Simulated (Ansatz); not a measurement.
This script makes a ladder of basis sets of BeH with the Python package of Ansatz (0.2.0).

The script, `basis_beh.py`:
```python
# -*- coding: utf-8 -*-
import ansatz as az


def main():
    geometry_ang = [
        ("Be", [0.0, 0.0, 0.0]),
        ("H", [0.0, 0.0, 1.28]),
    ]
    beh = az.Crystal.molecule()
    for symbol, xyz in geometry_ang:
        beh = beh.atom(symbol, xyz)

    job = beh.calculation().functional("b3lyp", dispersion="d4").spin("collinear", total=1)

    energies = {}
    for basis in ["STO-3G", "6-31G", "6-31G*", "def2-SVP", "def2-SVPD", "def2-TZVP", "def2-TZVPP"]:
        data = job.basis(gaussian=basis).run().report
        size = data["n_frozen"] + data["n_occupied"][0] + data["n_virtual"][0]
        energies[basis] = (data["reference_energy_ev"] / 27.211386246, data["free_energy_ev"] / 27.211386246)
        print(f"{basis:14s} {size:4d} orbitals  reference {energies[basis][0]:14.6f} Ha  total {energies[basis][1]:14.6f} Ha")

    last = energies["def2-TZVPP"][1]
    for basis, (_, total) in energies.items():
        print(f"{basis:14s} lies {27.211386 * (total - last):9.4f} eV above def2-TZVPP")


if __name__ == "__main__":
    main()
```

How far does the total energy move along this ladder of basis sets?

Against STO-3G: 6-31G -208.6 mHa, 6-31G* -211.7 mHa, def2-SVP -198.8 mHa, def2-SVPD -200.3 mHa, def2-TZVP -215.3 mHa and def2-TZVPP -215.6 mHa. The last step alone is -0.23 mHa (these two sets differ little on atoms other than hydrogen).

The run itself:

```console
$ python basis_beh.py
STO-3G            6 orbitals  reference     -15.047959 Ha  total     -15.048765 Ha
6-31G            11 orbitals  reference     -15.256584 Ha  total     -15.257390 Ha
6-31G*           17 orbitals  reference     -15.259636 Ha  total     -15.260442 Ha
def2-SVP         14 orbitals  reference     -15.246788 Ha  total     -15.247594 Ha
def2-SVPD        20 orbitals  reference     -15.248293 Ha  total     -15.249100 Ha
def2-TZVP        25 orbitals  reference     -15.263282 Ha  total     -15.264088 Ha
def2-TZVPP       33 orbitals  reference     -15.263517 Ha  total     -15.264323 Ha
STO-3G         lies    5.8656 eV above def2-TZVPP
6-31G          lies    0.1887 eV above def2-TZVPP
6-31G*         lies    0.1056 eV above def2-TZVPP
def2-SVP       lies    0.4552 eV above def2-TZVPP
def2-SVPD      lies    0.4143 eV above def2-TZVPP
def2-TZVP      lies    0.0064 eV above def2-TZVPP
def2-TZVPP     lies    0.0000 eV above def2-TZVPP
```

Notes:
- The drop along the ladder measures the basis error, and is no property of the molecule.
- The geometry is a force-field or estimated start, not a minimum of this method, and the last set is no limit. Much of the fall in a total is atomic energy, which cancels in bond and reaction energies.
- The species is open-shell (spin multiplicity 2).
- Total less reference energy is the dispersion correction.
- b3lyp holds the VWN-RPA fit, as in Gaussian; the form of ORCA and Turbomole is b3lyp5.
- Totals across families of basis sets mostly measure their core functions.
- Wall time of the script: 2.9 s on 1 thread of Arm Neoverse V1, with other jobs on the host, peak memory 0.13 GiB.
